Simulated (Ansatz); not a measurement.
# GaHCl2 (singlet): wave-function methods side by side at distance Cl1–Ga2 = 3.936 Å, cc-pVDZ

One table from this session's results is given with a row withheld; the runs are named, their logs left out.

Program: Ansatz 0.2.0, Gaussian basis. Level of theory: cc-pVDZ, core rule «outside noble gas», up to 24 orbitals frozen. These are calculated values, not measurements.

To be run: UHF; CCSD(T) on RHF; BCCD(T) on RHF; CISD; CCSDT(Q) on RHF; CASSCF and MRCISD+Q, 2 electrons in 2 orbitals; CASSCF and NEVPT2, 2 electrons in 2 orbitals.

47 further runs of the same task are left out: 12 for a known fault of the program, 3 for a mislabelled method, 29 that didn't finish, 3 set aside as unsound or not needed.

## What is computed

The geometry derives from a PBE0/def2-TZVP stationary point (not a proven minimum). One bond is set to the value named and the two fragments are kept rigid. No spin-orbit coupling is included. The filled d shell of Ga may be among the frozen orbitals whatever the setting's name suggests; the logs give the count.

4 atoms, charge 0, spin multiplicity 1.

Atoms are counted from 1 here; the program's logs count them from 0.

Bond lengths: Ga2–Cl3 2.129 Å, Ga2–H4 1.545 Å. Angles: Cl3–Ga2–H4 122.3°.

Set-up of the first run:

in.yaml

```yaml
crystal:
  periodic: [false, false, false]
  atoms:
    - {symbol: Cl, position_ang: [0.000000, -1.304400, 2.943319]}
    - {symbol: Ga, position_ang: [0.000000, 0.801025, -0.382231]}
    - {symbol: Cl, position_ang: [0.000000, -0.337623, -2.180743]}
    - {symbol: H, position_ang: [0.000000, 2.346191, -0.382231]}
basis:
  gaussian: {orbitals: cc-pVDZ}
magnetization: {spin_polarized: true, initial_magnetization: 0}
hamiltonian: {xc: hf}
output: {orbitals: {seedname: orbitals}}
```

The run is started by

```bash
> ansatz run in.yaml --threads 1 --pin off --events-out ev --progress --plain --max-ram 2393MiB
```

Among the steps run: UHF; CCSD(T) on RHF; BCCD(T) on RHF; CISD; CCSDT(Q) on RHF; CASSCF and MRCISD+Q, 2 electrons in 2 orbitals; CASSCF and NEVPT2, 2 electrons in 2 orbitals.

One of the session's tables, all rows but one given; the rest of the session is left out.

| method | from RCCSDT(Q) (kcal/mol) |
| --- | --- |
| RHF | +246.11 |
| RMP2 | +37.24 |
| RCCSD | +12.83 |
| RCCSD(T) | +1.32 |
| BCCD(T) | +3.58 |
| RCCSDT | ? |
| RCCSDT(Q) | 0 |
| CASSCF pair | +218.23 |
| NEVPT2 pair | +29.31 |
| MRCISD pair | +27.97 |
| MRCISD+Q pair | +4.42 |

Estimate the missing values for RCCSDT.

**Answer.** from RCCSDT(Q) (kcal/mol): +1.87. In the column «from RCCSDT(Q) (kcal/mol)» it lies between RCCSD(T) (+1.32) and BCCD(T) (+3.58).

Not comparable, so not listed: CISD (they don't share determinant, frozen orbitals or solution with the rows shown, or repeat one).
